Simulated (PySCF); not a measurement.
# C10H14: vibronic structure

What do calculations give for the vibronic structure of C10H14 (`C=C(C)/C=C1/C[C@@H]1C1CC1`)?

Programs: PySCF 2.14.0, with routines of our own; each step states its level. All values are computed. Atoms count from 0.

## 1. The starting structure

24 atoms, charge 0, multiplicity 1; geometry from: GFN2-xTB.

## 2. Vibronic structure: TDDFT HF/def2-SV(P)

What the job is given:

```
{"job": {"kind": "vib", "xc": "HF", "basis": "def2-SV(P)", "tda": false}, "charge": 0, "multiplicity": 1}
C     -3.687594     0.200314    -0.101279
C     -2.367501     0.210428     0.075128
C     -1.695700    -0.656605     1.095440
C     -1.523908     1.087219    -0.726629
C     -0.211559     1.180719    -0.635572
C      1.009305     1.812711    -1.142621
C      1.064196     0.755195    -0.049041
C      1.633316    -0.592627    -0.363863
C      3.054247    -0.898007     0.013433
C      1.925837    -1.562265     0.742328
H     -4.334498    -0.434712     0.479737
H     -4.167825     0.827894    -0.833247
H     -1.181466    -0.038430     1.829510
H     -2.422260    -1.281186     1.608859
H     -0.952383    -1.292510     0.619536
H     -2.044822     1.710688    -1.444674
H      1.358875     1.542285    -2.129818
H      1.216381     2.841333    -0.881298
H      1.300154     1.101699     0.952409
H      1.274210    -1.004999    -1.300043
H      3.652390    -1.489805    -0.662548
H      3.613405    -0.135230     0.534105
H      1.748677    -2.613435     0.570652
H      1.726789    -1.250910     1.757052
```

Method: TDDFT HF/def2-SV(P) vertical-gradient vibronic structure (displaced harmonic oscillators, Condon), gas phase.

Run with:

```
OMP_NUM_THREADS=1 python excited_run.py task.json out
```

The driver reads the jobs from task.json and runs them one after another.

The program printed:

```text
final grid: 86408 points
cycle   1  E = -386.2774579409  dE =  3.004e+00  |g| = 5.375e-01  |ddm| = 4.956e+00
cycle   2  E = -386.3871160611  dE = -1.097e-01  |g| = 1.647e-01  |ddm| = 9.258e-01
cycle   3  E = -386.3958373338  dE = -8.721e-03  |g| = 7.729e-02  |ddm| = 3.707e-01
cycle   4  E = -386.3976060686  dE = -1.769e-03  |g| = 1.169e-02  |ddm| = 1.493e-01
cycle   5  E = -386.3976484003  dE = -4.233e-05  |g| = 3.153e-03  |ddm| = 2.335e-02
cycle   6  E = -386.3976544104  dE = -6.010e-06  |g| = 1.161e-03  |ddm| = 8.844e-03
cycle   7  E = -386.3976550410  dE = -6.306e-07  |g| = 4.098e-04  |ddm| = 2.989e-03
cycle   8  E = -386.3976551572  dE = -1.162e-07  |g| = 1.720e-04  |ddm| = 1.259e-03
cycle   9  E = -386.3976551775  dE = -2.033e-08  |g| = 5.889e-05  |ddm| = 5.900e-04
cycle  10  E = -386.3976551799  dE = -2.390e-09  |g| = 2.370e-05  |ddm| = 1.709e-04
cycle  11  E = -386.3976551804  dE = -4.574e-10  |g| = 5.724e-06  |ddm| = 1.014e-04
converged SCF energy = -386.3976551804

Singlet excitations (eV, f): 6.233 (1.1189)  7.313 (0.0009)  8.128 (0.0024)  8.318 (0.0069)  8.517 (0.0002)  9.141 (0.0022)

State S1  6.2326 eV  f = 1.11889  H->L 0.93
  relaxed dipole 0.412 D, largest gradient of the excitation energy 0.1388 Eh/bohr
  mode    cm-1        S   lambda/meV  Raman
   51   1681.7    1.4108     294.2   1.000
   52   1849.9    1.1532     264.5   0.989
   42   1326.8    0.3354      55.2   0.148
   41   1292.7    0.1960      31.4   0.082
   28   1029.8    0.1777      22.7   0.047
   29   1038.6    0.1349      17.4   0.036
   45   1423.2    0.0754      13.3   0.038
   36   1153.7    0.0874      12.5   0.029
   10    388.4    0.2322      11.2   0.009
   43   1397.8    0.0363       6.3   0.018
   46   1438.9    0.0278       5.0   0.014
    8    279.4    0.1005       3.5   0.002
  reorganisation energy 0.7662 eV, total S 4.391, 0-0 5.4664 eV
  absorption maximum 6.113 eV, width 0.913 eV

State T1  2.8594 eV  f = 0.00000  H->L 0.81
  relaxed dipole 0.244 D, largest gradient of the excitation energy 0.1521 Eh/bohr
  mode    cm-1        S   lambda/meV  Raman
   51   1681.7    1.9540     407.4   1.000
   52   1849.9    0.9955     228.3   0.616
   42   1326.8    0.3080      50.7   0.098
   41   1292.7    0.1873      30.0   0.057
   28   1029.8    0.2240      28.6   0.043
   29   1038.6    0.1866      24.0   0.036
   45   1423.2    0.1037      18.3   0.038
   46   1438.9    0.0854      15.2   0.032
   36   1153.7    0.0968      13.8   0.023
   10    388.4    0.1515       7.3   0.004
   43   1397.8    0.0287       5.0   0.010
   38   1202.0    0.0329       4.9   0.009
  reorganisation energy 0.8624 eV, total S 4.831, 0-0 1.9971 eV
  absorption maximum 2.832 eV, width 0.931 eV
```

It took 25 s on 1 thread of Arm Neoverse V2, shared host; peak memory 0.8 GiB.

## 3. Vibronic structure: TDA wB97X/pcseg-0

Settings changed since step 2:

```diff
@@ -1,2 +1,2 @@
-{"job": {"kind": "vib", "xc": "HF", "basis": "def2-SV(P)", "tda": false}, "charge": 0, "multiplicity": 1}
+{"job": {"kind": "vib", "xc": "wB97X", "basis": "pcseg-0", "tda": true, "temperature": 600, "fwhm_ev": 0.08, "grid": 3, "nbright": 3}, "charge": 0, "multiplicity": 1}
 C     -3.687594     0.200314    -0.101279
```

Method: TDA wB97X/pcseg-0 vertical-gradient vibronic structure (displaced harmonic oscillators, Condon), gas phase.

The program printed:

```text
coarse grid: 19544 points
cycle   1  E = -388.2984275928  dE =  2.265e+00  |g| = 2.692e-01  |ddm| = 5.060e+00
cycle   2  E = -388.3255930874  dE = -2.717e-02  |g| = 1.173e-01  |ddm| = 7.933e-01
cycle   3  E = -388.3283806047  dE = -2.788e-03  |g| = 6.756e-02  |ddm| = 2.394e-01
cycle   4  E = -388.3296683065  dE = -1.288e-03  |g| = 9.601e-03  |ddm| = 1.213e-01
cycle   5  E = -388.3296955153  dE = -2.721e-05  |g| = 3.004e-03  |ddm| = 1.900e-02
cycle   6  E = -388.3296996393  dE = -4.124e-06  |g| = 7.120e-04  |ddm| = 7.600e-03
final grid: 278496 points
cycle   7  E = -388.2974357482  dE = -5.154e-05  |g| = 3.055e-03  |ddm| = 3.568e-02
cycle   8  E = -388.2974381867  dE = -2.438e-06  |g| = 1.725e-03  |ddm| = 6.679e-03
cycle   9  E = -388.2974389233  dE = -7.367e-07  |g| = 4.192e-04  |ddm| = 2.341e-03
cycle  10  E = -388.2974389825  dE = -5.920e-08  |g| = 1.640e-04  |ddm| = 1.038e-03
cycle  11  E = -388.2974389902  dE = -7.656e-09  |g| = 2.814e-05  |ddm| = 2.596e-04
cycle  12  E = -388.2974389906  dE = -4.069e-10  |g| = 1.235e-05  |ddm| = 8.437e-05
converged SCF energy = -388.2974389906

Singlet excitations (eV, f): 6.592 (0.9982)  6.697 (0.2615)  7.257 (0.0143)  8.091 (0.0127)  8.444 (0.0012)  8.670 (0.0013)

State S1  6.5924 eV  f = 0.99823  H->L 0.77, H-1->L 0.11
  relaxed dipole 1.408 D, largest gradient of the excitation energy 0.0924 Eh/bohr
  mode    cm-1        S   lambda/meV  Raman
   52   1849.9    0.5056     116.0   1.000
   51   1681.7    0.5503     114.7   0.899
    3     87.6    2.7217      29.6   0.012
   42   1326.8    0.1576      25.9   0.160
   23    935.7    0.2054      23.8   0.104
   22    910.0    0.1809      20.4   0.087
   15    687.9    0.2173      18.5   0.059
   13    518.8    0.2710      17.4   0.042
   10    388.4    0.3402      16.4   0.030
   29   1038.6    0.1080      13.9   0.067
    4    144.5    0.7524      13.5   0.009
   41   1292.7    0.0839      13.4   0.081
  reorganisation energy 0.5131 eV, total S 7.337, 0-0 6.0793 eV
  absorption maximum 6.521 eV, width 0.712 eV

State S2  6.6969 eV  f = 0.26151  H-1->L 0.40, H-2->L 0.25, H->L 0.17
  relaxed dipole 3.338 D, largest gradient of the excitation energy 0.0526 Eh/bohr
  mode    cm-1        S   lambda/meV  Raman
   14    534.8    1.2853      85.2   0.912
    3     87.6    5.1308      55.7   0.098
   29   1038.6    0.3736      48.1   1.000
    2     56.9    6.3967      45.1   0.051
   23    935.7    0.3708      43.0   0.806
   15    687.9    0.4000      34.1   0.470
   42   1326.8    0.1998      32.9   0.873
   10    388.4    0.6824      32.9   0.255
    7    251.2    1.0061      31.3   0.158
   26    989.4    0.2057      25.2   0.500
   34   1094.2    0.1808      24.5   0.537
   51   1681.7    0.1035      21.6   0.727
  reorganisation energy 0.6287 eV, total S 18.055, 0-0 6.0682 eV

State S3  7.2575 eV  f = 0.01430  H-2->L 0.44, H-1->L 0.33
  relaxed dipole 6.612 D, largest gradient of the excitation energy 0.1371 Eh/bohr
  mode    cm-1        S   lambda/meV  Raman
   52   1849.9    0.7973     182.9   1.000
   36   1153.7    0.8943     127.9   0.436
   31   1060.5    0.9013     118.5   0.372
   33   1075.5    0.6455      86.1   0.274
   22    910.0    0.7067      79.7   0.214
   26    989.4    0.5897      72.3   0.212
   38   1202.0    0.4645      69.2   0.246
   27   1002.0    0.4348      54.0   0.160
    2     56.9    6.8236      48.1   0.008
   29   1038.6    0.3730      48.0   0.147
   17    808.7    0.4413      44.2   0.106
   23    935.7    0.3195      37.1   0.103
  reorganisation energy 1.3461 eV, total S 19.921, 0-0 5.9114 eV

State S4  8.0908 eV  f = 0.01268  H-3->L 0.64, H->L+1 0.22
  relaxed dipole 1.066 D, largest gradient of the excitation energy 0.1113 Eh/bohr
  mode    cm-1        S   lambda/meV  Raman
   51   1681.7    0.9782     204.0   1.000
   52   1849.9    0.7027     161.2   0.869
   45   1423.2    0.1323      23.3   0.097
   49   1487.0    0.0997      18.4   0.080
   14    534.8    0.2014      13.4   0.021
   36   1153.7    0.0917      13.1   0.044
    8    279.4    0.3076      10.7   0.009
   56   3036.3    0.0144       5.4   0.048
   38   1202.0    0.0332       4.9   0.017
   10    388.4    0.0883       4.3   0.005
   54   3016.7    0.0068       2.5   0.022
    9    337.8    0.0605       2.5   0.002
  reorganisation energy 0.5005 eV, total S 3.435, 0-0 7.5902 eV
  absorption maximum 8.038 eV, width 0.640 eV

State T1  3.4769 eV  f = 0.00000  H->L 0.92
  relaxed dipole 0.358 D, largest gradient of the excitation energy 0.1415 Eh/bohr
  mode    cm-1        S   lambda/meV  Raman
   51   1681.7    1.6260     339.0   1.000
   52   1849.9    0.9041     207.4   0.673
   42   1326.8    0.3190      52.5   0.122
   41   1292.7    0.2081      33.3   0.076
   28   1029.8    0.1930      24.6   0.045
   29   1038.6    0.1613      20.8   0.038
   45   1423.2    0.0940      16.6   0.041
   46   1438.9    0.0742      13.2   0.033
   36   1153.7    0.0905      12.9   0.026
   10    388.4    0.1214       5.8   0.004
   43   1397.8    0.0333       5.8   0.014
   25    970.1    0.0333       4.0   0.007
  reorganisation energy 0.7610 eV, total S 4.236, 0-0 2.7159 eV
  absorption maximum 3.339 eV, width 0.878 eV
```

Wall time 1.8 min (1 thread of Arm Neoverse V2, shared host); peak memory 0.89 GiB.

## 4. Outcome

```
                                                                                     quantity                      value
S1: vertical, reorganisation, 0-0, total S (step 2, TDDFT HF/def2-SV(P), modes from GFN2-xTB)   6.23, 0.77, 5.47 eV; 4.4
  T1: vertical, reorganisation, 0-0, total S (step 2, TDA HF/def2-SV(P), modes from GFN2-xTB)   2.86, 0.86, 2.00 eV; 4.8
  S1: vertical, reorganisation, 0-0, total S (step 3, TDA wB97X/pcseg-0, modes from GFN2-xTB)   6.59, 0.51, 6.08 eV; 7.3
  S2: vertical, reorganisation, 0-0, total S (step 3, TDA wB97X/pcseg-0, modes from GFN2-xTB)  6.70, 0.63, 6.07 eV; 18.1
  S3: vertical, reorganisation, 0-0, total S (step 3, TDA wB97X/pcseg-0, modes from GFN2-xTB)  7.26, 1.35, 5.91 eV; 19.9
```

What this shows: The vibronic model keeps the ground-state modes (from xTB) and shifts them along the gradient alone, so it can miss much of the relaxation that a full optimisation finds. In step 3 the harmonic model is doubtful. Where the total S runs above about 15, the geometry moves far on excitation and the harmonic model is stretched, so its 0-0 value is in doubt.
